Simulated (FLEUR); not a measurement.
TiAu: equation of state with PBEsol

TiAu:

```xyz
4
Lattice="4.6151 0.0000 0.0000 0.0000 2.9552 0.0000 0.0000 0.0000 4.9475" Properties=species:S:1:pos:R:3 pbc="T T T"
Au    3.4613    1.4776    3.3440
Au    1.1538    1.4776    1.6035
Ti    3.4613    0.0000    0.8896
Ti    1.1538    0.0000    4.0579
```

The cell is a database's computed one.

- Program: FLEUR MaX-R8.1 (later development tree)
- Task: equation of state
- Functional: PBEsol
- Potentials or basis: all-electron
- Basis: FLAPW
- Kmax: 4.1 1/bohr
- k mesh: 6 × 9 × 6
- Occupations: fermi-dirac, width 0.05 eV
- Spin: no spin polarisation
- Gmax: 12.7 1/bohr
- Muffin-tin radii: Au 2.4, Ti 2.4 bohr
- lmax: Au 10, Ti 10
- lnonsphr: Au 10, Ti 10
- Local orbitals a species: Au 5, Ti 5

```json
{"Equilibrium volume": "16.22 Å³/atom", "Bulk modulus at fixed shape and positions": "166 GPa", "Pressure derivative of the bulk modulus": "4.9"}
```

Energy against volume, from the lowest point:
```csv
volume (Å³/atom),energy (meV/atom)
15.857,4.44
16.194,0.00
16.532,2.91
16.869,12.37
17.206,27.60
17.544,47.94
17.881,72.80
```

Caveat: the cell was scaled at fixed shape and fractional positions, which overstates the stiffness of a crystal with free parameters, most of all of layers and chains. Spin-orbit coupling is left out, which matters for the levels of Au.
